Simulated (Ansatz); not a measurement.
# Mg14NbSn: the cost of one run

Method: DFT, PBE, plane-wave PAW, default files, scalar-relativistic, as far as a step names no other, in Ansatz 0.2.0.

### Step 1. Starting point

It takes space group P-6m2 (No. 187, hexagonal). Conventional cell: a = 6.319 Å, b = 6.319 Å, c = 10.277 Å, α = 90.00°, β = 90.00°, γ = 120.00°. Around Mg (site symmetry mm2) lie 10 Mg at 3.15 to 3.22 Å and 2 Sn at 3.16 Å. Mg (site symmetry mm2) has 10 Mg at 3.11 to 3.18 Å and 2 Nb at 3.16 Å as nearest neighbours. Mg (site symmetry m) has 1 Nb at 3.07 Å and 10 Mg at 3.07 to 3.25 Å and 1 Sn at 3.17 Å as nearest neighbours. Around Mg (site symmetry 3m) lie 12 Mg at 3.12 to 3.18 Å. Nb (site symmetry -6m2) has 12 Mg at 3.07 to 3.16 Å as nearest neighbours. Around Sn (site symmetry -6m2) lie 12 Mg at 3.16 to 3.17 Å.

Coordinates:

```
CELL_PARAMETERS angstrom
6.31883 0.00000 0.00000
-3.15942 5.47227 0.00000
0.00000 0.00000 10.27710
ATOMIC_POSITIONS crystal
Mg 0.99883 0.49941 0.00000
Mg 0.00214 0.50107 0.50000
Mg 0.50059 0.00117 0.00000
Mg 0.49893 0.99786 0.50000
Mg 0.50059 0.49941 0.00000
Mg 0.49893 0.50107 0.50000
Mg 0.16188 0.83812 0.25634
Mg 0.16188 0.83812 0.74366
Mg 0.16188 0.32375 0.25634
Mg 0.16188 0.32375 0.74366
Mg 0.67625 0.83812 0.25634
Mg 0.67625 0.83812 0.74366
Mg 0.66667 0.33333 0.25409
Mg 0.66667 0.33333 0.74591
Nb 0.00000 0.00000 0.50000
Sn 0.00000 0.00000 0.00000
```

### Step 2. Gradients at the starting positions

Input file input.yaml:

```yaml
crystal:
  lattice:
    - [6.3188349888, 0.0, 0.0]
    - [-3.1594174944, 5.4722716226, 0.0]
    - [0.0, 0.0, 10.27710242]
  atoms:
    - { symbol: Mg, position: [0.99882597, 0.499412985, 0.0] }
    - { symbol: Mg, position: [0.0021429, 0.50107145, 0.5] }
    - { symbol: Mg, position: [0.500587015, 0.00117403, 0.0] }
    - { symbol: Mg, position: [0.49892855, 0.9978571, 0.5] }
    - { symbol: Mg, position: [0.500587015, 0.499412985, 0.0] }
    - { symbol: Mg, position: [0.49892855, 0.50107145, 0.5] }
    - { symbol: Mg, position: [0.16187502, 0.83812498, 0.25634456] }
    - { symbol: Mg, position: [0.16187502, 0.83812498, 0.74365544] }
    - { symbol: Mg, position: [0.16187502, 0.32375004, 0.25634456] }
    - { symbol: Mg, position: [0.16187502, 0.32375004, 0.74365544] }
    - { symbol: Mg, position: [0.67624996, 0.83812498, 0.25634456] }
    - { symbol: Mg, position: [0.67624996, 0.83812498, 0.74365544] }
    - { symbol: Mg, position: [0.6666666667, 0.3333333333, 0.25409061] }
    - { symbol: Mg, position: [0.6666666667, 0.3333333333, 0.74590939] }
    - { symbol: Nb, position: [0.0, 0.0, 0.5] }
    - { symbol: Sn, position: [0.0, 0.0, 0.0] }
kpoints:
  mp_grid: { grid: [6, 6, 3] }
scf:
  occupations: { method: fermi_dirac, width: 0.05 }
hamiltonian:
  xc: pbe
  pseudopotentials: { kind: paw }
output:
  forces: true
  stress: true
  populations: true
  efg:
    quadrupole_moments_barn: { Mg: 0.1994, Nb: -0.32, Sn: -0.132 }
    contact_densities: true
  write_density: true
  write_potential: true
  elf: true
  volumetric_format: npy
```

Run with:

```sh
ansatz run input.yaml --threads 1 --pin off --max-ram 2560MiB --backend cpu --events-out ev --progress --plain --runs-dir out
```

Q: Estimate wall time and peak memory on 1 thread of Arm Neoverse V1, shared host.

About 70 s, with a peak of 0.75 GiB.
